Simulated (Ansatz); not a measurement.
# PBE0/STO-3G run of AlH5S (Al(H2S)H3)

Aim: the electronic atomisation energy of AlH5S (Al(H2S)H3) at PBE0/STO-3G, from 4 runs. 

The results are computed with Ansatz 0.2.0.

44 further runs of the same task are left out: 44 set aside as unsound or not needed.

### Step 1. The molecule

AlH5S: 7 atoms, total charge 0, spin state singlet. As SMILES, `[H][Al]([H])([H])<-[SH2]`. The shape comes from GFN2-xTB, which is rough for such elements, and wasn't checked as a minimum.

Bond lengths: Al1–S2 2.471 Å, S2–H3 1.332 Å, S2–H4 1.332 Å, Al1–H5 1.563 Å, Al1–H6 1.577 Å, Al1–H7 1.563 Å. Angles: Al1–S2–H3 90.6°, Al1–S2–H4 90.1°, S2–Al1–H5 96.0°, S2–Al1–H6 92.1°, S2–Al1–H7 95.6°, H3–S2–H4 92.6°, H5–Al1–H6 118.7°, H5–Al1–H7 120.8°, H6–Al1–H7 118.6°.

### Step 2. The energy at PBE0/STO-3G

The input, input.yaml:

```yaml
crystal:
  periodic: [false, false, false]
  atoms:
    - {symbol: Al, position_ang: [0.129800, -0.221970, -1.011590]}
    - {symbol: S, position_ang: [0.151830, -0.251940, 1.458910]}
    - {symbol: H, position_ang: [0.512600, 1.030130, 1.485280]}
    - {symbol: H, position_ang: [-1.145480, 0.049310, 1.476400]}
    - {symbol: H, position_ang: [1.682150, -0.187190, -1.188640]}
    - {symbol: H, position_ang: [-0.666140, 1.139260, -1.046260]}
    - {symbol: H, position_ang: [-0.664760, -1.557600, -1.174090]}
basis:
  gaussian:
    orbitals: STO-3G
hamiltonian:
  xc: pbe0
accuracy: high
```

Command:

```bash
ansatz run input.yaml --threads 1 --pin off --max-ram 2610MiB --events-out events.jsonl --progress --plain --runs-dir runs
```

Log:

```text
Warning: RAYON_NUM_THREADS=1 ignored (pool sized by the plan → 1); use --threads N
Functional definition: PBE0
  name "PBE0"
  parameter a = 0.25
  parameter kappa = 0.804
  parameter beta = 0.06672455060314922
  exchange = (1 - a)*pbe_x(kappa = kappa, mu = beta*pi^2/3) + a*exact_x
  correlation = pbe_c(beta = beta)
408 factors; integrals over basis functions are off by at most 1.4e-8 eV
mean field evaluation 1: about -17305.4194 eV, gradient 1.6e1 eV
mean field evaluation 2: about -17306.1835 eV, gradient 8.6e0 eV
mean field evaluation 4: about -17306.4318 eV, gradient 3.2e-2 eV
mean field evaluation 8: about -17306.3848 eV, gradient 4.3e-4 eV
mean field -17306.38480517 eV, -635.9979109010 hartree, gradient 4.9e-8 eV, S^2 0.000000; 0 other end points of the search recorded, 0 dependent functions left out
reference -17306.38480670 eV, -635.9979109571 hartree; 17, 17 occupied and 6, 6 virtual orbitals, 408 factors
Total energy: -17306.38480670 eV, -635.9979109571 hartree
```

It took 1.2 s on 1 thread of Arm Neoverse V2, shared host; peak memory 0.1 GiB.

### Step 3. The Al atom at the same level

The input, job.yaml:

```yaml
crystal:
  periodic: [false, false, false]
  atoms:
    - {symbol: Al, position_ang: [0.000000, 0.000000, 0.000000]}
basis:
  gaussian: {orbitals: STO-3G}
magnetization: {spin_polarized: true, initial_magnetization: 1}
hamiltonian: {xc: pbe0}
accuracy: high
```

Run the same way, it converges to -239.20718 Eh (log not shown).

### Step 4. The H atom, same level

The input, run.yaml:

```yaml
crystal:
  periodic: [false, false, false]
  atoms:
    - symbol: H
      position_ang: [0.000000, 0.000000, 0.000000]
basis:
  gaussian:
    orbitals: STO-3G
magnetization:
  spin_polarized: true
  initial_magnetization: 1
hamiltonian:
  xc: pbe0
accuracy: high
```

Run the same way, it converges to -0.46651 Eh (log not shown).

### Step 5. The S atom, same level

The input, input.yaml:

```yaml
crystal:
  periodic: [false, false, false]
  atoms:
    - {symbol: S, position_ang: [0.000000, 0.000000, 0.000000]}
basis:
  gaussian: {orbitals: STO-3G}
magnetization: {spin_polarized: true, initial_magnetization: 2}
accuracy: high
hamiltonian: {xc: {name: PBE0}}
```

Run the same way, it converges to -393.54590 Eh (log not shown).

### Step 6. What came out

At PBE0/STO-3G:

```
                     quantity          value
       molecule: total energy  -635.99791 Eh
        Al atom: total energy  -239.20718 Eh
                Al atom: ⟨S²⟩          0.750
         H atom: total energy    -0.46651 Eh
                 H atom: ⟨S²⟩          0.750
         S atom: total energy  -393.54590 Eh
                 S atom: ⟨S²⟩          2.000
electronic atomisation energy      24.825 eV
```

What this shows: Taking the molecule apart into free atoms costs 24.82 eV (2395 kJ/mol), before zero-point energy and without spin-orbit coupling. In a minimal basis such a difference can be off by several eV, whatever the method.
